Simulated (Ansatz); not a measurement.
# TaAlO3: the cost of one run

Method: DFT PBE, scalar-relativistic, plane waves, PAW, in Ansatz 0.2.0.

1 further run of the same task is left out (it didn't finish).

## (1) Starting point

The structure is cubic, space group F-43m (No. 216). Conventional cell: a = 7.885 Å, b = 7.885 Å, c = 7.885 Å, α = 90.00°, β = 90.00°, γ = 90.00°. Ta (site symmetry -43m) is surrounded by 12 O at 2.79 Å. Ta (site symmetry -43m) is surrounded by 6 O at 1.86 Å. Al (site symmetry -43m) is surrounded by 6 O at 2.08 Å. Around Al (site symmetry -43m) lie 12 O at 2.79 Å. O (site symmetry 2mm) has 1 Ta at 1.86 Å and 1 Al at 2.08 Å as nearest neighbours.

As a file:

```
CELL_PARAMETERS angstrom
0.00000 3.94259 3.94259
3.94259 0.00000 3.94259
3.94259 3.94259 0.00000
ATOMIC_POSITIONS crystal
Ta 0.50000 0.50000 0.50000
Ta 0.25000 0.25000 0.25000
Al 0.75000 0.75000 0.75000
Al 0.00000 0.00000 0.00000
O 0.01429 0.48571 0.48571
O 0.48571 0.01429 0.01429
O 0.48571 0.01429 0.48571
O 0.01429 0.48571 0.01429
O 0.48571 0.48571 0.01429
O 0.01429 0.01429 0.48571
```

A structure generator made this guess: random cell by space group and Wyckoff sites (F-43m, No. 216). The dimensions are guesses.

## (2) The guess as it stands, on a coarse mesh

input.yaml

```yaml
crystal:
  lattice:
    - [0.0, 3.94259458, 3.94259458]
    - [3.94259458, 0.0, 3.94259458]
    - [3.94259458, 3.94259458, 0.0]
  atoms:
    - { symbol: Ta, position: [0.5, 0.5, 0.5] }
    - { symbol: Ta, position: [0.25, 0.25, 0.25] }
    - { symbol: Al, position: [0.75, 0.75, 0.75] }
    - { symbol: Al, position: [0.0, 0.0, 0.0] }
    - { symbol: O, position: [0.01429401, 0.48570599, 0.48570599] }
    - { symbol: O, position: [0.48570599, 0.01429401, 0.01429401] }
    - { symbol: O, position: [0.48570599, 0.01429401, 0.48570599] }
    - { symbol: O, position: [0.01429401, 0.48570599, 0.01429401] }
    - { symbol: O, position: [0.48570599, 0.48570599, 0.01429401] }
    - { symbol: O, position: [0.01429401, 0.01429401, 0.48570599] }
basis:
  ecutwfc: 420
kpoints:
  mp_grid: { grid: [4, 4, 4] }
hamiltonian:
  xc: pbe
scf:
  occupations: { method: gaussian, width: 0.1 }
  lower_state_search: "off"
output:
  forces: true
  stress: true
  eigenvalues: true
```

Command:

```bash
ansatz run input.yaml --threads 1 --pin off --max-ram 2560MiB --backend cpu --events-out ev --progress --plain --runs-dir out
```

What time and memory should one allow on 1 thread of Arm Neoverse V2, shared host?

About 4.4 s, with a peak of 0.33 GiB.
